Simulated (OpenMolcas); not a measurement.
# One shape, several levels: C2H6Cl2Si (dichlorodimethylsilane)

Aim: a comparison of 6 runs (HF/STO-3G, B2PLYP/def2-SVP, BHLYP/def2-SVP, PBE0/def2-SVP, SVWN5/def2-SVP, r2SCAN/def2-SVP) of C2H6Cl2Si (dichlorodimethylsilane). 

The results are computed with OpenMolcas 26.06.

1 further run of the same task is left out (set aside as unsound or not needed).

## Step 1: The structure to begin with

C2H6Cl2Si: 11 atoms, total charge 0, spin state singlet. As SMILES, `C[Si](C)(Cl)Cl`. The coordinates come from a PBE0-D4/def2-TZVP relaxation.

Bond lengths: C1–Si2 1.851 Å, Si2–C3 1.851 Å, Si2–Cl4 2.058 Å, Si2–Cl5 2.058 Å, C1–H6 1.093 Å, C1–H7 1.091 Å, C1–H8 1.093 Å, C3–H9 1.093 Å, C3–H10 1.091 Å, C3–H11 1.093 Å. Some angles: C1–Si2–C3 114.5°, C1–Si2–Cl4 108.6°, C1–Si2–Cl5 108.6°, C3–Si2–Cl4 108.6°, C3–Si2–Cl5 108.6°, Cl4–Si2–Cl5 107.7°, Si2–C1–H6 110.3°, Si2–C1–H7 110.5°, Si2–C1–H8 110.3°, Si2–C3–H9 110.3°.

## Step 2: Energy and forces at HF/STO-3G (run 1)

Contents of calc.inp:

```
* C2H6Cl2Si Hartree-Fock

&gateway
  baslib=$CurrDir
  coord
  11
  angstrom
  C       -1.474780       0.260330       0.569630
  Si       0.049440       0.400780      -0.470390
  C        1.413930      -0.753620       0.009340
  Cl      -0.457830       0.039560      -2.432040
  Cl       0.750400       2.332220      -0.351670
  H       -1.240880       0.476080       1.614990
  H       -2.234960       0.966850       0.231850
  H       -1.886320      -0.749770       0.503510
  H        1.724400      -0.565080       1.039920
  H        2.278000      -0.616910      -0.643230
  H        1.078600      -1.790430      -0.071900
  basis=STO-3G
  group=NoSym

&seward

&scf
  thresholds=1e-10 1e-07 1e-07 1e-05
  prorbitals=0

&alaska
```

The basis set STO-3G is read from a file made from the Basis Set Exchange's data (not shown).

The run is started by

```
$ export MOLCAS_MEM=1860
$ pymolcas calc.inp > calc.log
```

Log:

```text
--- Start Module: gateway ---
[...]
--- Stop Module: gateway /rc=_RC_ALL_IS_WELL_ ---
[...]
      Basis functions           43
[...]
--- Start Module: scf ---
[...]
       Convergence after  10 Iterations
[...]
::    Total SCF energy                              -1273.2310240949
[...]
      Total spin, S                                     0.0000000000
[...]
      Total electronic charge=   66.000000
      Total            charge=   -0.000000
[...]
      Dipole Moment (debye):
      Origin of the operator (angstrom)=    0.0828    0.6716   -0.7882
                   X= -2.9380E-01               Y= -2.3819E+00               Z=  2.7955E+00           Total=  3.6844E+00
      Quadrupole Moment (debye*angstrom):
[...]
--- Stop Module: scf /rc=_RC_ALL_IS_WELL_ ---
--- Start Module: alaska ---
[...]
 *              Molecular gradients               *
 **************************************************
  Irreducible representation: a
 ------------------------------------------------------------------------------------------
                              X                       Y                       Z
 ------------------------------------------------------------------------------------------
  C1                7.31584217390413E-03    5.13702000023430E-04   -4.81274166649825E-03
  SI2               1.22976104607020E-03    9.96668720595384E-03   -1.17025701691391E-02
  C3               -6.59275073378307E-03    5.38473927400762E-03   -2.11131942229104E-03
  CL4               3.89275669847677E-03    2.76751229562855E-03    1.50636500898180E-02
  CL5              -5.38011739650557E-03   -1.48277967697403E-02   -9.04243633096158E-04
  H6                3.01099688951362E-03    2.18417644100410E-03    8.27186445727524E-03
  H7               -4.71322385121642E-03    5.90541970735936E-03   -3.77698320424469E-03
  H8               -2.64205391339711E-03   -8.55409880325908E-03   -1.46202372398702E-03
[...]
--- Stop Module: alaska /rc=_RC_ALL_IS_WELL_ ---
[...]
```

Wall time 2.8 s (1 thread of Arm Neoverse V1, shared host); peak memory 0.38 GiB.

## Step 3: The energy at B2PLYP/def2-SVP (run 2)

Contents of calc.input:

```
* C2H6Cl2Si Kohn-Sham DFT

&GATEWAY
 BasLib=$CurrDir
 Coord
 11
 angstrom
 C       -1.474780       0.260330       0.569630
 Si       0.049440       0.400780      -0.470390
 C        1.413930      -0.753620       0.009340
 Cl      -0.457830       0.039560      -2.432040
 Cl       0.750400       2.332220      -0.351670
 H       -1.240880       0.476080       1.614990
 H       -2.234960       0.966850       0.231850
 H       -1.886320      -0.749770       0.503510
 H        1.724400      -0.565080       1.039920
 H        2.278000      -0.616910      -0.643230
 H        1.078600      -1.790430      -0.071900
 Basis=def2-SVP
 Group=NoSym

&SEWARD
 GridInput
 Grid=UltraFine
 End of Grid

&SCF
 KSDFT=B2PLYP_SCF
 Thresholds=1e-10 1e-07 1e-07 1e-05
 PrOrbitals=0

&MBPT2
 Frozen=17
```

The basis set def2-SVP is read from a file made from the Basis Set Exchange's data (not shown).

The run is started by

```
$ export MOLCAS_MEM=1860
$ pymolcas calc.input > calc.log
```

Log:

```text
--- Start Module: gateway ---
[...]
--- Stop Module: gateway /rc=_RC_ALL_IS_WELL_ ---
[...]
      Basis functions          112
[...]
--- Start Module: scf ---
[...]
       Convergence after  13 Iterations
[...]
::    Total KS-DFT energy                           -1288.6743512322
[...]
      Total spin, S                                     0.0000000000
[...]
      Total electronic charge=   66.000000
      Total            charge=   -0.000000
[...]
      Dipole Moment (debye):
      Origin of the operator (angstrom)=    0.0828    0.6716   -0.7882
                   X= -1.9190E-01               Y= -1.5557E+00               Z=  1.8259E+00           Total=  2.4064E+00
      Quadrupole Moment (debye*angstrom):
[...]
--- Stop Module: scf /rc=_RC_ALL_IS_WELL_ ---
[...]
--- Start Module: mbpt2 ---
[...]
 ###    WARNING: MP2 implementation intended for RHF references only         ###
 ###############################################################################
MBPT2 WARNING: Reference function according to RunFile:KS-DFT
I'll assume you know what you're doing and continue
WARNING!
Default frozen orbitals as non valence orbitals is overwritten by user input.
Default values:  14
[...]
       Reference weight ( Cref**2 )         =        0.74079
::    Total MBPT2 energy                            -1289.4644843828
[...]
      Total MBPT2 calculations                           0.68      0.79
--- Stop Module: mbpt2 /rc=_RC_ALL_IS_WELL_ ---
[...]
```

It took 40 s on 1 thread of Arm Neoverse V1, shared host; peak memory 0.67 GiB.

Run 3 isn't shown in full; the table further down has it.

## Step 4: Energy and gradient at PBE0/def2-SVP (run 4)

Contents of mol.inp:

```
* C2H6Cl2Si Kohn-Sham DFT

&gateway
 baslib=$CurrDir
 coord
 11
 angstrom
 C       -1.474780       0.260330       0.569630
 Si       0.049440       0.400780      -0.470390
 C        1.413930      -0.753620       0.009340
 Cl      -0.457830       0.039560      -2.432040
 Cl       0.750400       2.332220      -0.351670
 H       -1.240880       0.476080       1.614990
 H       -2.234960       0.966850       0.231850
 H       -1.886320      -0.749770       0.503510
 H        1.724400      -0.565080       1.039920
 H        2.278000      -0.616910      -0.643230
 H        1.078600      -1.790430      -0.071900
 basis=def2-SVP
 group=NoSym

&seward
 gridinput
 Grid=UltraFine
 End of Grid

&scf
 ksdft=PBE0
 thresholds=1e-10 1e-07 1e-07 1e-05
 prorbitals=0

&alaska
```

The basis set def2-SVP is read from a file made from the Basis Set Exchange's data (not shown).

The run is started by

```
$ export MOLCAS_MEM=1860
$ pymolcas mol.inp > mol.log
```

Log:

```text
--- Start Module: gateway ---
[...]
--- Stop Module: gateway /rc=_RC_ALL_IS_WELL_ ---
[...]
      Basis functions          112
[...]
--- Start Module: scf ---
[...]
       Convergence after  12 Iterations
[...]
::    Total KS-DFT energy                           -1288.8922619007
[...]
      Total spin, S                                     0.0000000000
[...]
      Total electronic charge=   66.000000
      Total            charge=   -0.000000
[...]
      Dipole Moment (debye):
      Origin of the operator (angstrom)=    0.0828    0.6716   -0.7882
                   X= -1.9297E-01               Y= -1.5644E+00               Z=  1.8360E+00           Total=  2.4198E+00
      Quadrupole Moment (debye*angstrom):
[...]
--- Stop Module: scf /rc=_RC_ALL_IS_WELL_ ---
[...]
--- Start Module: alaska ---
[...]
 *              Molecular gradients               *
 **************************************************
  Irreducible representation: a
 ------------------------------------------------------------------------------------------
                              X                       Y                       Z
 ------------------------------------------------------------------------------------------
  C1               -2.50991918239230E-03    7.65148799284354E-05    1.37407970733427E-03
  SI2               2.48929528452568E-04    2.01621107416639E-03   -2.36964870386025E-03
  C3                2.31511907996040E-03   -1.62507758329422E-03    4.40922981427949E-04
  CL4               1.60940892736505E-03    1.20903924303928E-03    6.11186625299709E-03
  CL5              -2.20347502414597E-03   -6.02630109460378E-03   -4.54185549290109E-04
  H6               -9.60447841487078E-04   -1.08827649841348E-03   -5.44224489386202E-03
  H7                4.11142870371695E-03   -3.69429192116133E-03    1.68580155352305E-03
  H8                2.31502068663447E-03    5.12984087665469E-03    1.98434280043236E-04
[...]
--- Stop Module: alaska /rc=_RC_ALL_IS_WELL_ ---
[...]
```

Run time: 54 s. Hardware: 1 thread of Arm Neoverse V1, shared host; peak memory 0.67 GiB.

Run 5 isn't shown in full; the table further down has it.

## Step 5: Energy and forces at r2SCAN/def2-SVP (run 6)

Contents of input.xyz:

```xyz
11

C     -1.474780     0.260330     0.569630
Si     0.049440     0.400780    -0.470390
C      1.413930    -0.753620     0.009340
Cl    -0.457830     0.039560    -2.432040
Cl     0.750400     2.332220    -0.351670
H     -1.240880     0.476080     1.614990
H     -2.234960     0.966850     0.231850
H     -1.886320    -0.749770     0.503510
H      1.724400    -0.565080     1.039920
H      2.278000    -0.616910    -0.643230
H      1.078600    -1.790430    -0.071900
```

Contents of mol.inp:

```
* C2H6Cl2Si Kohn-Sham DFT

&gateway
  baslib=$CurrDir
  coord=input.xyz
  basis=def2-SVP
  group=NoSym

&seward
  gridinput
  Grid=UltraFine
  End of Grid

&scf
  ksdft=2
  1.0 MGGA_X_R2SCAN
  1.0 MGGA_C_R2SCAN
  thresholds=1e-10 1e-07 1e-07 1e-05
  prorbitals=1 2

&alaska
```

The basis set def2-SVP is read from a file made from the Basis Set Exchange's data (not shown).

The run is started by

```
$ export MOLCAS_MEM=1860
$ pymolcas mol.inp > mol.log
```

Log:

```text
--- Start Module: gateway ---
[...]
--- Stop Module: gateway /rc=_RC_ALL_IS_WELL_ ---
[...]
      Basis functions          112
[...]
--- Start Module: scf ---
[...]
       Convergence after  12 Iterations
[...]
::    Total KS-DFT energy                           -1289.2812483691
[...]
      Total spin, S                                     0.0000000000
[...]
      Total electronic charge=   66.000000
      Total            charge=   -0.000000
[...]
      Dipole Moment (debye):
      Origin of the operator (angstrom)=    0.0828    0.6716   -0.7882
                   X= -1.9392E-01               Y= -1.5721E+00               Z=  1.8451E+00           Total=  2.4318E+00
      Quadrupole Moment (debye*angstrom):
[...]
--- Stop Module: scf /rc=_RC_ALL_IS_WELL_ ---
[...]
--- Start Module: alaska ---
[...]
 *              Molecular gradients               *
 **************************************************
  Irreducible representation: a
 ------------------------------------------------------------------------------------------
                              X                       Y                       Z
 ------------------------------------------------------------------------------------------
  C1               -3.64194834723541E-03    1.02634702268567E-04    2.00280049846224E-03
  SI2               3.74044484043989E-04    3.03066608378444E-03   -3.56023835019492E-03
  C3                3.35940994913742E-03   -2.36280077744677E-03    6.47506214123794E-04
  CL4               2.06845626621011E-03    1.69132743905642E-03    7.60578086959285E-03
  CL5              -2.78768008581487E-03   -7.52358999450919E-03   -7.56680681533339E-04
  H6               -8.03525106039427E-04   -1.14914872117933E-03   -5.87630341718448E-03
  H7                4.47377342168931E-03   -3.85782073101293E-03    1.65576902676379E-03
  H8                2.65840577625021E-03    5.42293335671484E-03    8.56147762565151E-05
[...]
--- Stop Module: alaska /rc=_RC_ALL_IS_WELL_ ---
[...]
```

Run time: 67 s. Hardware: 1 thread of Arm Neoverse V1, shared host; peak memory 0.67 GiB.

## Step 6: The series

| run | level | task | frozen core orbitals | energy (Eh) | dipole moment (D) | HOMO energy (eV) | LUMO energy (eV) | wall time |
| --- | --- | --- | --- | --- | --- | --- | --- | --- |
| 1 | HF/STO-3G | gradient | – | -1273.231024 | 3.68 | -10.25 | 8.34 | 2.8 s |
| 2 | B2PLYP/def2-SVP | energy | 17 | -1288.887687 | 2.41 | -9.68 | 2.47 | 40 s |
| 3 | BHLYP/def2-SVP | gradient | – | -1289.360300 | 2.41 | -9.74 | 2.19 | 56 s |
| 4 | PBE0/def2-SVP | gradient | – | -1288.892262 | 2.42 | -8.51 | 1.44 | 54 s |
| 5 | SVWN5/def2-SVP | gradient | – | -1284.523057 | 2.31 | -7.16 | 0.28 | 47 s |
| 6 | r2SCAN/def2-SVP | gradient | – | -1289.281248 | 2.43 | -7.51 | 0.77 | 67 s |

## Step 7: What came out

| quantity | value |
| --- | --- |
| run 6: total energy | -1289.28125 Eh |
| run 6: dipole moment | 2.43 D |
| run 6: HOMO energy | -7.51 eV |
| run 6: LUMO energy | 0.77 eV |
| run 6: HOMO–LUMO gap | 8.28 eV |
| run 6: largest force on an atom | 0.415 eV/Å |

**Reading.** The dipole moment (its size) runs from 2.31 D (SVWN5/def2-SVP) to 3.68 D (HF/STO-3G). The two ends differ in method and basis. The HOMO–LUMO gap runs from 7.44 eV (SVWN5/def2-SVP) to 18.58 eV (HF/STO-3G). For B2PLYP the log adds the whole second-order term; the table takes 0.27 of it, as the functional is defined. Totals of different functionals can't be ranked against each other. In run 1 the basis is minimal, so the values are rough. All runs together took 4.4 min, the longest 67 s.
